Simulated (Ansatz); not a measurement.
# C2H6Cl2O2Si: the cost of one run

Computed with Ansatz 0.2.0, Gaussian basis. Level: the settings change from run to run.

## Step 1: The geometry

The structure was relaxed beforehand with PBE0-D4 in a triple-zeta def2 set.

SMILES `CO[Si](Cl)(Cl)OC`, 13 atoms, charge 0, spin multiplicity 1.

Atoms are counted from 1 here; the program's logs count them from 0.

Bond lengths: C1–O2 1.414 Å, C1–H8 1.090 Å, C1–H9 1.094 Å, C1–H10 1.094 Å, O2–Si3 1.614 Å, Si3–Cl4 2.046 Å, Si3–Cl5 2.028 Å, Si3–O6 1.607 Å, O6–C7 1.416 Å, C7–H11 1.090 Å, C7–H12 1.094 Å, C7–H13 1.093 Å. Angles: O2–C1–H8 107.8°, O2–C1–H9 110.8°, O2–C1–H10 111.0°, H8–C1–H9 109.0°, H8–C1–H10 109.1°, H9–C1–H10 109.1°, C1–O2–Si3 126.5°, O2–Si3–Cl4 108.9°, O2–Si3–Cl5 111.4°, O2–Si3–O6 109.7°, Cl4–Si3–Cl5 108.4°, Cl4–Si3–O6 110.9°, Cl5–Si3–O6 107.6°, Si3–O6–C7 125.4°, O6–C7–H11 107.6°, O6–C7–H12 111.0°, O6–C7–H13 110.8°, H11–C7–H12 109.0° and more.

## Step 2: PBEsol/aug-cc-pVDZ

This run has charge +1, multiplicity 2, restricted open-shell orbitals, finite nuclei.

Contents of in.yaml:

```yaml
crystal:
  periodic: [false, false, false]
  atoms:
    - {symbol: C, position_ang: [1.010202, -0.515426, -2.035920]}
    - {symbol: O, position_ang: [0.777511, -0.210710, -0.675153]}
    - {symbol: Si, position_ang: [-0.318813, 0.823450, -0.097719]}
    - {symbol: Cl, position_ang: [-2.167150, 0.284808, -0.791320]}
    - {symbol: Cl, position_ang: [0.063832, 2.720988, -0.703767]}
    - {symbol: O, position_ang: [-0.282113, 0.811083, 1.509299]}
    - {symbol: C, position_ang: [-0.528947, -0.319269, 2.326143]}
    - {symbol: H, position_ang: [1.779919, -1.285997, -2.077343]}
    - {symbol: H, position_ang: [1.361031, 0.367538, -2.577490]}
    - {symbol: H, position_ang: [0.101544, -0.891828, -2.514286]}
    - {symbol: H, position_ang: [-0.465140, 0.004588, 3.364708]}
    - {symbol: H, position_ang: [-1.527497, -0.725219, 2.140798]}
    - {symbol: H, position_ang: [0.215920, -1.098807, 2.146949]}
basis:
  gaussian: {orbitals: aug-cc-pVDZ, nuclear_model: gaussian}
total_charge: 1
magnetization: {spin_polarized: false, initial_magnetization: 1}
hamiltonian: {xc: {name: PBEsol}}
output: {forces: true}
```

The run is started by

```bash
$ ansatz run in.yaml --threads 4 --pin off --events-out ev --progress --plain --max-ram 11315MiB
```

Q: Estimate wall time and peak memory on 4 threads of Arm Neoverse V2, shared host.

About 40 s, with a peak of 0.68 GiB.
